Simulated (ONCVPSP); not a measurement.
**Nitrogen: generating and testing an ONCV potential**

Do these settings give a usable potential? It is generated, then checked for transferability, scattering, ghosts and hardness.

Method: ONCVPSP 4.0.1, PBE, non-relativistic.

## (1) The design

Typed settings, in words:

```json
{
  "element": "nitrogen (N, Z = 7)",
  "type": "optimised norm-conserving Vanderbilt (ONCV)",
  "frozen core": "[He]",
  "valence charge": "5",
  "reference configuration": "2s1.5 2p3.5",
  "partial waves": "2s: rc 0.75 bohr, ncon 4, nbas 8, qcut 10.2 1/bohr, 2 projectors, debl 0.5 Ha; 2p: rc 2.20 bohr, ncon 5, nbas 9, qcut 4.8 1/bohr, 2 projectors, debl 3.9 Ha; d scattering state at 0.03 Ha: rc 2.25 bohr, ncon 3, nbas 7, qcut 4.6 1/bohr, 1 projector",
  "local potential": "polynomial inside 0.70 bohr (lpopt 5, dvloc0 0 Ha)",
  "core correction": "Teter function, fcfact 4, rcfact 1.25"
}
```

The nodes and maxima of the atom's own shells, from an earlier all-electron run, set the scale for the radii.

All-electron outer shells of the reference configuration (PBE, non-relativistic, ld1.x):

```
shell  level (eV)  outermost node (bohr)  outermost maximum (bohr)
   1s     -384.90                      –                      0.15
   2s      -18.79                   0.32                      1.02
   2p       -7.31                      –                      0.98
```

## (2) Generating the potential

Contents of N.dat:

```
# ATOM AND REFERENCE CONFIGURATION
# atsym  z   nc   nv     iexc    psfile
  N 7.00    1    2        4      upf
#
#   n    l    f
    1    0    2.00
    2    0    1.50
    2    1    3.50
#
# PSEUDOPOTENTIAL AND OPTIMIZATION
# lmax
    2
#
#   l,   rc,      ep,       ncon, nbas, qcut
    0    0.75    0.00    4    8   10.20
    1    2.20    0.00    5    9    4.80
    2    2.25    0.03    3    7    4.60
#
# LOCAL POTENTIAL
# lloc, lpopt,  rc(5),   dvloc0
    4    5    0.70    0.00
#
# VANDERBILT-KLEINMAN-BYLANDER PROJECTORs
# l, nproj, debl
    0    2    0.50
    1    2    3.90
    2    1    3.90
#
# MODEL CORE CHARGE
# icmod, fcfact, rcfact
    3    4.00    1.25
#
# LOG DERIVATIVE ANALYSIS
# epsh1, epsh2, depsh
   -2.00    5.00    0.02
#
# OUTPUT GRID
# rlmax, drl
    6.00    0.01
#
# TEST CONFIGURATIONS
# ncnf
    4
# nvcnf
#   n    l    f
    2
    2    0    2.00
    2    1    3.00
#
    2
    2    0    2.00
    2    1    2.00
#
    2
    2    0    2.00
    2    1    1.00
#
    2
    2    0    1.00
    2    1    0.00
#
```

Started as:

```console
$ oncvpspnr.x < N.dat > N.out
```

Before running it: what results should come out? Wanted: cutoffs for 1 and 0.1 mHa per electron, occupied waves; bound ghosts; GHOST(+) flags; largest test error; largest phase difference near zero energy, channels read; rms error of d²Exc/dn², without and with the model core; projector energies reset by the program.

The runs gave:

```
                                                quantity                                     value
  cutoffs for 1 and 0.1 mHa per electron, occupied waves                          29 Ha and 170 Ha
                                            bound ghosts                           s at -268.27 eV
                                          GHOST(+) flags                   p at 136 eV, d at 34 eV
                            largest test error (AE − PS)  +1097 meV, for 2s2 2p1 (1 test unsolved)
largest phase difference near zero energy, channels read                                 0.013 rad
 rms error of d²Exc/dn², without and with the model core                         0.82 and 0.98 mHa
                 projector energies reset by the program                       s: -0.690, 0.250 Ha
```

A bound ghost (s) makes it unfit for use: electrons can fall into a state that the atom doesn't have. The worst unpolarised test, 2s2 2p1, is off by 1097 meV on 36.7 eV; by total energies transferability rates as poor. Of the tests 1 gave no usable energy difference, which is a warning in itself. By its cutoff, 29 Ha for the looser tolerance, it is of middling hardness. The tighter tolerance needs 170 Ha, and converged work needs a cutoff nearer that. At the looser tolerance the 2s wave is the slowest; 2p needs 13 Ha. Near zero energy the phases of the channels with partial waves agree within 0.013 rad. The program also flags highly localised states, GHOST(+) (p, d).
